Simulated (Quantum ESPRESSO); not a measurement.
# GaGe (F-43m) in Quantum ESPRESSO: a series of runs, part 4 of 4

Quantum ESPRESSO 7.5. The steps go on from the part before.

**6. Phonons, LDA, target pressure 40 GPa, at which the enthalpy is minimised**

Contents of pw.in:

```
&CONTROL
  calculation = 'scf'
  prefix = 'pwscf'
  outdir = './tmp'
  pseudo_dir = './pseudo'
  tprnfor = .true.
  tstress = .true.
  disk_io = 'low'
/
&SYSTEM
  ibrav = 0
  nat = 2
  ntyp = 2
  ecutwfc = 56
  ecutrho = 448
  nbnd = 24
  occupations = 'smearing'
  smearing = 'mv'
  degauss = 0.01469973
/
&ELECTRONS
  conv_thr = 4d-10
  electron_maxstep = 120
  mixing_beta = 0.5
/
ATOMIC_SPECIES
Ge    72.6300 ge_lda_v1.4.uspp.F.UPF
Ga    69.7230 ga_lda_v1.4.uspp.F.UPF
CELL_PARAMETERS angstrom
   0.0000000000    2.8978440000    2.8978440000
   2.8978440000    0.0000000000    2.8978440000
   2.8978440000    2.8978440000    0.0000000000
ATOMIC_POSITIONS crystal
Ge     0.0000000000    0.0000000000    0.0000000000
Ga     0.2500000000    0.2500000000    0.2500000000
K_POINTS automatic
7 7 7 0 0 0
```

Contents of relax.in:

```
&CONTROL
  calculation = 'vc-relax'
  prefix = 'pwscf'
  outdir = './tmp'
  pseudo_dir = './pseudo'
  tprnfor = .true.
  tstress = .true.
  disk_io = 'low'
  nstep = 40
  forc_conv_thr = 0.0001
  etot_conv_thr = 1d-06
/
&SYSTEM
  ibrav = 0
  nat = 2
  ntyp = 2
  ecutwfc = 56
  ecutrho = 448
  nbnd = 24
  occupations = 'smearing'
  smearing = 'mv'
  degauss = 0.01469973
/
&ELECTRONS
  conv_thr = 4d-10
  electron_maxstep = 120
  mixing_beta = 0.5
/
&IONS
  ion_dynamics = 'bfgs'
/
&CELL
  cell_dynamics = 'bfgs'
  press = 400
  press_conv_thr = 0.2
/
ATOMIC_SPECIES
Ge    72.6300 ge_lda_v1.4.uspp.F.UPF
Ga    69.7230 ga_lda_v1.4.uspp.F.UPF
CELL_PARAMETERS angstrom
   0.0000000000    2.8978440000    2.8978440000
   2.8978440000    0.0000000000    2.8978440000
   2.8978440000    2.8978440000    0.0000000000
ATOMIC_POSITIONS crystal
Ge     0.0000000000    0.0000000000    0.0000000000
Ga     0.2500000000    0.2500000000    0.2500000000
K_POINTS automatic
7 7 7 0 0 0
```

Contents of scf2.in:

```
&CONTROL
  calculation = 'scf'
  prefix = 'pwscf'
  outdir = './tmp'
  pseudo_dir = './pseudo'
  tprnfor = .true.
  tstress = .true.
  disk_io = 'low'
/
&SYSTEM
  ibrav = 0
  nat = 2
  ntyp = 2
  ecutwfc = 56
  ecutrho = 448
  nbnd = 24
  occupations = 'smearing'
  smearing = 'mv'
  degauss = 0.01469973
/
&ELECTRONS
  conv_thr = 1d-13
  electron_maxstep = 120
  mixing_beta = 0.5
  startingpot = 'file'
  startingwfc = 'file'
/
ATOMIC_SPECIES
Ge    72.6300 ge_lda_v1.4.uspp.F.UPF
Ga    69.7230 ga_lda_v1.4.uspp.F.UPF
CELL_PARAMETERS angstrom
   0.0000000000    2.5338945298    2.5338945298
   2.5338945298    0.0000000000    2.5338945298
   2.5338945298    2.5338945298    0.0000000000
ATOMIC_POSITIONS crystal
Ge     0.0000000000    0.0000000000    0.0000000000
Ga     0.2500000000    0.2500000000    0.2500000000
K_POINTS automatic
7 7 7 0 0 0
```

Contents of ph.in:

```
phonons of GaGe
&INPUTPH
  prefix = 'pwscf'
  outdir = './tmp'
  tr2_ph = 1d-18
  fildyn = 'dyn'
  niter_ph = 90
  alpha_mix(1) = 0.4
/
0.0000000000 0.0000000000 0.0000000000
```

Contents of dynmat.in:

```
&INPUT
  fildyn = 'dyn'
  asr = 'crystal'
  filout = 'dynmat.disp'
  fileig = 'dynmat.eig'
/
```

Potentials or basis: GBRV 1.5 LDA.

The run is started by

```sh
OMP_NUM_THREADS=1 pw.x -in pw.in > pw.out
OMP_NUM_THREADS=1 pw.x -in relax.in > relax.out
OMP_NUM_THREADS=1 pw.x -in scf2.in > scf2.out
OMP_NUM_THREADS=1 ph.x -in ph.in > ph.out
OMP_NUM_THREADS=1 dynmat.x -in dynmat.in > dynmat.out
```

pw.out:

```text
This program is part of the open-source Quantum ESPRESSO suite
     for quantum simulation of materials; please cite
[... 9 lines left out ...]
     --------------------
     sticks:   dense  smooth     PW     G-vecs:    dense   smooth      PW
     Sum        1843     925    283                52393    18643    3071

     Using Slab Decomposition

     bravais-lattice index     =            0
     lattice parameter (alat)  =       7.7444  a.u.
     unit-cell volume          =     328.4366 (a.u.)^3
     number of atoms/cell      =            2
     number of atomic types    =            2
     number of electrons       =        33.00
     number of Kohn-Sham states=           24
     kinetic-energy cutoff     =      56.0000  Ry
     charge density cutoff     =     448.0000  Ry
     scf convergence threshold =      4.0E-10
     mixing beta               =       0.5000
     number of iterations used =            8  plain     mixing
     Exchange-correlation=  SLA  PZ   NOGX NOGC
                           (   1   1   0   0   0   0   0)

     celldm(1)=   7.744419  celldm(2)=   0.000000  celldm(3)=   0.000000
     celldm(4)=   0.000000  celldm(5)=   0.000000  celldm(6)=   0.000000

     crystal axes: (cart. coord. in units of alat)
               a(1) = (   0.000000   0.707107   0.707107 )
               a(2) = (   0.707107   0.000000   0.707107 )
               a(3) = (   0.707107   0.707107   0.000000 )

     reciprocal axes: (cart. coord. in units 2 pi/alat)
               b(1) = ( -0.707107  0.707107  0.707107 )
               b(2) = (  0.707107 -0.707107  0.707107 )
               b(3) = (  0.707107  0.707107 -0.707107 )

     PseudoPot. # 1 for Ge read from file:
     ge_lda_v1.4.uspp.F.UPF
     Pseudo is Ultrasoft + core correction, Zval = 14.0
     Generated by new atomic code, or converted to UPF format
     Using radial grid of  873 points,  6 beta functions with:
                l(1) =   0
                l(2) =   0
                l(3) =   1
                l(4) =   1
                l(5) =   2
                l(6) =   2
     Q(r) pseudized with  8 coefficients,  rinner =    1.400   1.400   1.400
                                                       1.400   1.400

     PseudoPot. # 2 for Ga read from file:
     ga_lda_v1.4.uspp.F.UPF
     Pseudo is Ultrasoft + core correction, Zval = 19.0
     Generated by new atomic code, or converted to UPF format
     Using radial grid of  871 points,  6 beta functions with:
                l(1) =   0
                l(2) =   0
                l(3) =   1
                l(4) =   1
                l(5) =   2
                l(6) =   2
     Q(r) pseudized with  8 coefficients,  rinner =    1.250   1.250   1.250
                                                       1.250   1.250

     atomic species   valence    mass     pseudopotential
     Ge               14.00    72.63000     Ge( 1.00)
     Ga               19.00    69.72300     Ga( 1.00)

     24 Sym. Ops. (no inversion) found

   Cartesian axes

     site n.     atom                  positions (alat units)
         1        Ge     tau(   1) = (   0.0000000   0.0000000   0.0000000  )
         2        Ga     tau(   2) = (   0.3535534   0.3535534   0.3535534  )

     number of k points=    20  Marzari-Vanderbilt smearing, width (Ry)=  0.0147
                       cart. coord. in units 2pi/alat
        k(    1) = (   0.0000000   0.0000000   0.0000000), wk =   0.0058309
        k(    2) = (   0.1010153   0.1010153  -0.1010153), wk =   0.0466472
        k(    3) = (   0.2020305   0.2020305  -0.2020305), wk =   0.0466472
        k(    4) = (   0.3030458   0.3030458  -0.3030458), wk =   0.0466472
        k(    5) = (   0.2020305  -0.0000000   0.0000000), wk =   0.0349854
        k(    6) = (   0.3030458   0.1010153  -0.1010153), wk =   0.1399417
[... 12 lines left out ...]
        k(   19) = (  -0.1010153  -0.5050763   0.7071068), wk =   0.1399417
        k(   20) = (  -0.0000000  -0.4040610   0.6060915), wk =   0.1399417

     Dense  grid:    52393 G-vectors     FFT dimensions: (  54,  54,  54)

     Smooth grid:    18643 G-vectors     FFT dimensions: (  40,  40,  40)

     Check: negative core charge=   -0.000001

     Initial potential from superposition of free atoms

     starting charge      31.9993, renormalised to      33.0000
     Starting wfcs are   21 randomized atomic wfcs +    3 random wfcs

     Self-consistent Calculation

     iteration #  1     ecut=    56.00 Ry     beta= 0.50
     Davidson diagonalization with overlap
     ethr =  1.00E-02,  avg # of iterations =  5.5

     total energy              =    -626.92320779 Ry
     estimated scf accuracy    <       2.68306889 Ry
[... 57 lines left out ...]
     iteration # 10     ecut=    56.00 Ry     beta= 0.50
     Davidson diagonalization with overlap
     ethr =  1.70E-12,  avg # of iterations =  3.6

     End of self-consistent calculation

          k = 0.0000 0.0000 0.0000 (  2277 PWs)   bands (ev):

   -86.9880 -86.9880 -86.9880 -17.4958 -17.4958 -17.4958 -17.4764 -17.4764
    -7.8302  -7.8302  -7.8302  -7.7701  -7.7701  -4.0501   8.2089   8.2089
     8.2089   8.3838  10.8678  10.8678  10.8678  14.0815  17.3153  17.3153

          k = 0.1010 0.1010-0.1010 (  2316 PWs)   bands (ev):
[... 85 lines left out ...]
   -86.9880 -86.9880 -86.9880 -17.4985 -17.4911 -17.4908 -17.4778 -17.4734
    -7.8764  -7.7980  -7.7951  -7.7854  -7.7645  -1.0319   0.7236   4.5701
     5.4211   8.9899  10.1809  16.2923  16.5225  17.4005  18.8385  20.3831

          k = 0.4041 0.2020 0.0000 (  2336 PWs)   bands (ev):

   -86.9880 -86.9880 -86.9880 -17.4967 -17.4933 -17.4927 -17.4768 -17.4747
    -7.8590  -7.8120  -7.8093  -7.7771  -7.7671  -2.5510   2.7064   5.0875
     6.3566  10.6071  11.1311  12.4147  14.2543  16.2488  18.1326  18.9306

          k =-0.2020-0.4041 0.6061 (  2316 PWs)   bands (ev):
[... 13 lines left out ...]
   -86.9880 -86.9880 -86.9880 -17.4960 -17.4937 -17.4908 -17.4768 -17.4743
    -7.8681  -7.8069  -7.7986  -7.7782  -7.7688  -1.1118   0.9328   4.0588
     5.1244  10.7015  12.8002  13.3172  13.6691  17.1760  18.4898  20.6950

     the Fermi energy is     6.4985 ev

!    total energy              =    -628.02977650 Ry
     estimated scf accuracy    <          4.0E-12 Ry
     smearing contrib. (-TS)   =      -0.00086653 Ry
     internal energy E=F+TS    =    -628.02890997 Ry

     The total energy is F=E-TS. E is the sum of the following terms:
     one-electron contribution =    -536.24695061 Ry
     hartree contribution      =     285.22168105 Ry
     xc contribution           =    -104.87740451 Ry
     ewald contribution        =    -272.12623591 Ry

     convergence has been achieved in  10 iterations

     Forces acting on atoms (cartesian axes, Ry/au):

     atom    1 type  1   force =     0.00000000    0.00000000    0.00000000
     atom    2 type  2   force =     0.00000000   -0.00000000   -0.00000000

     Total force =     0.000000     Total SCF correction =     0.000000

     Computing stress (Cartesian axis) and pressure

          total   stress  (Ry/bohr**3)                   (kbar)     P=      -40.83
  -0.00027755   0.00000000   0.00000000          -40.83        0.00        0.00
   0.00000000  -0.00027755   0.00000000            0.00      -40.83        0.00
   0.00000000   0.00000000  -0.00027755            0.00        0.00      -40.83

=------------------------------------------------------------------------------=
   JOB DONE.
=------------------------------------------------------------------------------=
```

relax.out:

```text
This program is part of the open-source Quantum ESPRESSO suite
     for quantum simulation of materials; please cite
[... 9 lines left out ...]
     --------------------
     sticks:   dense  smooth     PW     G-vecs:    dense   smooth      PW
     Sum        1843     925    283                52393    18643    3071
[... 574 lines left out ...]
   0.00273803   0.00000000   0.00000000          402.78        0.00        0.00
   0.00000000   0.00273803   0.00000000            0.00      402.78        0.00
   0.00000000   0.00000000   0.00273803            0.00        0.00      402.78

=------------------------------------------------------------------------------=
   JOB DONE.
=------------------------------------------------------------------------------=
```

Run time: 7.2 min. Hardware: 1 thread of AMD EPYC 7R43 (Zen 3), shared host; peak memory 0.25 GiB.

Results:

* Free energy: -8543.6729 eV
* Relaxed volume: 16.27 Å³/atom
* Relaxed cell: a = 3.583 Å, b = 3.583 Å, c = 3.583 Å, α = 60.00°, β = 60.00°, γ = 60.00°
* Space group after relaxing (to 0.05 Å): F-43m (No. 216)
* Pressure after relaxing: 40.3 GPa
* Band gap on the k mesh: none (metal or under the smearing width)
* Highest phonon frequency at Γ: 344 cm⁻¹

Step by step:
```csv
step,energy change (eV),largest force (eV/Å),pressure (GPa),volume (Å³)
1,0.0000,0.0000,-4.08,48.67
2,0.1710,0.0000,12.77,38.53
3,2.3030,0.0000,71.18,28.95
4,0.8922,0.0000,34.69,33.38
5,1.0598,0.0000,39.23,32.66
6,1.0896,0.0000,40.03,32.53
7,1.0887,0.0000,40.00,32.54
```

Final structure:
```
Ge Ga
1.0
     0.00000    2.53389    2.53389
     2.53389    0.00000    2.53389
     2.53389    2.53389    0.00000
Ge Ga
1 1
Direct
  0.00000 0.00000 0.00000
  0.25000 0.25000 0.25000
```

Levels at points of the mesh, in eV from the Fermi level:
```
           k point  band 14  band 15  band 16  band 17  band 18  band 19  band 20  band 21
(0.00, 0.00, 0.00)   -13.32     2.72     2.72     2.72     5.29     5.29     5.29     6.29
```

Phonon frequencies in cm⁻¹ (negative: imaginary):
```
              q point           frequencies
(0.000, 0.000, 0.000)  -8 -8 -8 344 344 344
```

Optical modes at Γ, degenerate ones joined:
```tsv
cm⁻¹	components	symmetry	active in
344	3	T2	IR and Raman
```

Caveat: the mesh is thin for the phonons of a metal; the volume moved by over 15 % at a fixed basis, so the end points are rough; the cell is more than 3 GPa from zero pressure, which shifts response properties.

**7. The runs side by side**

```tsv
cell	gap on the mesh (eV)	pressure (GPa)
relaxed	none	0.0
relaxed to 5 GPa	none	5.1
relaxed to 10 GPa	none	10.2
relaxed to 20 GPa	none	20.3
relaxed to 40 GPa	none	40.3
```

Alike in all rows: task phonons; level LDA; potentials or basis GBRV 1.5 LDA; no spin polarisation; k mesh 7 × 7 × 7; cutoff (eV) 762; smearing cold 0.2 eV.

Caveats: the mesh is thin for the phonons of a metal; the cell is more than 3 GPa from zero pressure, which shifts response properties (some runs); the volume moved by over 15 % at a fixed basis, so the end points are rough (some runs).

Total energies depend on the potentials used, so only differences within one code and one set of settings carry meaning.
